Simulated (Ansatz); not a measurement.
# CH4FSSi radical: basis-set convergence

How large a basis does CH4FSSi radical need? Two functionals are run in growing sets.

Computed with Ansatz 0.2.0, Gaussian basis. Level: one geometry, several basis sets.

The runs, in order: PBE0-D4/def2-SVP; ωB97M-V/def2-SVP; PBE0-D4/def2-QZVPP; ωB97M-V/def2-QZVPP; the functionals' def2-TZVPP values are taken from earlier runs.

### Step 1. The geometry

An earlier PBE0-D4 in a triple-zeta def2 set relaxation fixed the geometry.

SMILES `C[SiH](F)[S]`, 8 atoms, charge 0, spin multiplicity 2.

Atoms are counted from 1 here; the program's logs count them from 0.

Bond lengths: C1–Si2 1.856 Å, C1–H5 1.093 Å, C1–H6 1.091 Å, C1–H7 1.092 Å, Si2–F3 1.600 Å, Si2–S4 2.109 Å, Si2–H8 1.485 Å. Angles: Si2–C1–H5 109.4°, Si2–C1–H6 110.6°, Si2–C1–H7 110.8°, H5–C1–H6 109.0°, H5–C1–H7 108.3°, H6–C1–H7 108.7°, C1–Si2–F3 107.9°, C1–Si2–S4 110.2°, C1–Si2–H8 114.1°, F3–Si2–S4 112.3°, F3–Si2–H8 106.5°, S4–Si2–H8 105.8°.

### Step 2. PBE0-D4 in def2-SVP

The input, in.yaml:

```yaml
crystal:
  periodic: [false, false, false]
  atoms:
    - {symbol: C, position_ang: [-0.292596, 0.953989, 0.119725]}
    - {symbol: Si, position_ang: [0.367940, -0.765554, -0.104277]}
    - {symbol: F, position_ang: [1.031314, -1.222946, 1.278383]}
    - {symbol: S, position_ang: [-1.176588, -2.062843, -0.719692]}
    - {symbol: H, position_ang: [0.506102, 1.604257, 0.485536]}
    - {symbol: H, position_ang: [-0.666220, 1.348939, -0.826484]}
    - {symbol: H, position_ang: [-1.105631, 0.965766, 0.848495]}
    - {symbol: H, position_ang: [1.427878, -0.878708, -1.137486]}
basis:
  gaussian: {orbitals: def2-SVP}
magnetization: {spin_polarized: true, initial_magnetization: 1}
hamiltonian: {xc: pbe0, dispersion: d4}
output: {orbitals: {seedname: orbitals}}
```

The run is started by

```bash
ansatz run in.yaml --threads 4 --pin off --events-out ev --progress --plain --max-ram 10444MiB
```

The runs that follow: ωB97M-V in def2-SVP; PBE0-D4 in def2-QZVPP; ωB97M-V in def2-QZVPP.

Before running them: what should the planned runs give, taken together? Wanted: PBE0-D4: double and triple zeta above quadruple; ωB97M-V: double and triple zeta above quadruple.

As calculated:

```
                                       quantity           value
PBE0-D4: double and triple zeta above quadruple  12.18, 0.82 eV
ωB97M-V: double and triple zeta above quadruple  12.25, 0.77 eV
```

What this shows: For PBE0-D4 the step from double to triple zeta gains 11.36 eV and the next only 0.82 eV. Total energies overstate the basis error of differences, where much of it tends to cancel.
